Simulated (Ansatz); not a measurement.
**MP2/def2-SVP run of C2H5BClF (SMILES BC(F)CCl)**

Aim: the energy change on altering one bond length of C2H5BClF at MP2/def2-SVP, from 2 runs. 

Program for the calculation: Ansatz 0.2.0.

123 further runs of the same task are left out: 123 set aside as unsound or not needed.

## 1. The structure to begin with

C2H5BClF: 10 atoms, total charge 0, spin state singlet. SMILES: `BC(F)CCl`. The coordinates come from a PBE0-D4/def2-TZVP relaxation. This is one conformer, not always the lowest.

Bond lengths: B1–C2 1.558 Å, C2–F3 1.386 Å, C2–C4 1.509 Å, C4–Cl5 1.782 Å, B1–H6 1.192 Å, B1–H7 1.195 Å, C2–H8 1.109 Å, C4–H9 1.090 Å, C4–H10 1.089 Å. Some angles: B1–C2–F3 113.9°, B1–C2–C4 115.3°, F3–C2–C4 109.7°, C2–C4–Cl5 112.6°, B1–C2–H8 102.6°, F3–C2–H8 107.0°, C4–C2–H8 107.5°, C2–B1–H6 120.8°, C2–B1–H7 118.2°, C2–C4–H9 110.7°.

## 2. The energy at MP2/def2-SVP

input.yaml reads:

```yaml
crystal:
  periodic: [false, false, false]
  atoms:
    - {symbol: B, position_ang: [-1.309200, -0.711700, -0.281200]}
    - {symbol: C, position_ang: [0.178900, -0.496800, 0.126500]}
    - {symbol: F, position_ang: [0.520300, -1.080300, 1.336000]}
    - {symbol: C, position_ang: [0.655300, 0.934900, 0.100000]}
    - {symbol: Cl, position_ang: [2.428700, 1.067800, 0.206300]}
    - {symbol: H, position_ang: [-2.010300, -1.450800, 0.336900]}
    - {symbol: H, position_ang: [-1.707400, -0.172300, -1.270600]}
    - {symbol: H, position_ang: [0.728500, -1.046200, -0.665100]}
    - {symbol: H, position_ang: [0.248500, 1.491800, 0.943700]}
    - {symbol: H, position_ang: [0.349800, 1.412800, -0.829700]}
basis:
  gaussian:
    orbitals: def2-SVP
correlation:
  method: mp2
  frozen_orbitals: {B: 1, C: 1, Cl: 5, F: 1, H: 0}
accuracy: high
```

Started as:

```
$ ansatz run input.yaml --threads 1 --pin off --max-ram 3480MiB --events-out events.jsonl --progress --plain --runs-dir runs
```

The program printed:

```text
Warning: RAYON_NUM_THREADS=1 ignored (pool sized by the plan → 1); use --threads N
Functional definition: HF
  name "HF"
  exchange = exact_x
  correlation = 0
2335 factors; integrals over basis functions are off by at most 4.1e-9 eV
mean field evaluation 1: about -18010.0481 eV, gradient 2.5e1 eV
mean field evaluation 2: about -18010.1575 eV, gradient 2.5e1 eV
mean field evaluation 4: about -18012.0780 eV, gradient 3.8e0 eV
mean field evaluation 8: about -18012.1178 eV, gradient 1.2e-1 eV
mean field evaluation 16: about -18012.1179 eV, gradient 1.0e-8 eV
mean field -18012.11789859 eV, -661.9331237211 hartree, gradient 1.0e-8 eV, S^2 0.000000; 0 other end points of the search recorded, 0 dependent functions left out
9 core orbitals not correlated: weight in the atoms' cores, before any rotation towards them, 1.000 or more for the frozen orbitals, at most 0.000 for the correlated occupied ones
reference -18012.11789859 eV, -661.9331237211 hartree; 15, 15 occupied and 75, 75 virtual orbitals, 2335 factors
second order -18.34631047 eV of doubles, -0.00000000 eV of singles
Total energy: -18030.46420906 eV, -662.6073381953 hartree
```

Wall time 3.6 s (1 thread of Arm Neoverse V2, shared host); peak memory 0.3 GiB.

## 3. The distorted shape, same level

run.yaml reads:

```yaml
basis:
  gaussian:
    orbitals: def2-SVP
crystal:
  periodic: [false, false, false]
  atoms:
    - {symbol: B, position_ang: [-1.391646, -0.629284, -0.162451]}
    - {symbol: C, position_ang: [0.096454, -0.414384, 0.245249]}
    - {symbol: F, position_ang: [0.437854, -0.997884, 1.454749]}
    - {symbol: C, position_ang: [0.572854, 1.017316, 0.218749]}
    - {symbol: Cl, position_ang: [2.346254, 1.150216, 0.325049]}
    - {symbol: H, position_ang: [-2.092746, -1.368384, 0.455649]}
    - {symbol: H, position_ang: [-1.789846, -0.089884, -1.151851]}
    - {symbol: H, position_ang: [0.728500, -1.046200, -0.665100]}
    - {symbol: H, position_ang: [0.166054, 1.574216, 1.062449]}
    - {symbol: H, position_ang: [0.267354, 1.495216, -0.710951]}
correlation:
  method: mp2
  frozen_orbitals: {B: 1, C: 1, Cl: 5, F: 1, H: 0}
accuracy: high
```

Started as:

```
$ ansatz run run.yaml --threads 1 --pin off --max-ram 3480MiB --events-out events.jsonl --progress --plain --runs-dir runs
```

The program printed:

```text
Warning: RAYON_NUM_THREADS=1 ignored (pool sized by the plan → 1); use --threads N
[... 4 set-up lines as earlier in the session ...]
2340 factors; integrals over basis functions are off by at most 3.5e-9 eV
mean field evaluation 1: about -18009.6121 eV, gradient 2.6e1 eV
mean field evaluation 2: about -18009.7214 eV, gradient 2.6e1 eV
mean field evaluation 4: about -18011.6971 eV, gradient 3.8e0 eV
mean field evaluation 8: about -18011.7397 eV, gradient 1.3e-1 eV
mean field evaluation 16: about -18011.7399 eV, gradient 1.4e-8 eV
mean field -18011.73986310 eV, -661.9192311733 hartree, gradient 1.4e-8 eV, S^2 0.000000; 0 other end points of the search recorded, 0 dependent functions left out
9 core orbitals not correlated: weight in the atoms' cores, before any rotation towards them, 1.000 or more for the frozen orbitals, at most 0.000 for the correlated occupied ones
reference -18011.73986310 eV, -661.9192311733 hartree; 15, 15 occupied and 75, 75 virtual orbitals, 2340 factors
second order -18.42349735 eV of doubles, -0.00000000 eV of singles
Total energy: -18030.16336045 eV, -662.5962822129 hartree
```

Run time: 3.6 s. Hardware: 1 thread of Arm Neoverse V2, shared host; peak memory 0.31 GiB.

## 4. Outcome

At MP2/def2-SVP, 9 core orbitals frozen:

| quantity | value |
| --- | --- |
| first shape: total energy | -662.60734 Eh |
| first shape: correlation energy (9 core orbitals frozen) | -674.2 mEh |
| distorted shape: total energy | -662.59628 Eh |
| distorted shape: correlation energy (9 core orbitals frozen) | -677.1 mEh |
| energy change with the C2–H8 bond stretched from 1.109 to 1.276 Å | 0.301 eV |

With the C2–H8 bond stretched from 1.109 to 1.276 Å the energy rises by 0.30 eV (29.0 kJ/mol). The first shape isn't relaxed at this level, so the change isn't measured from a minimum.
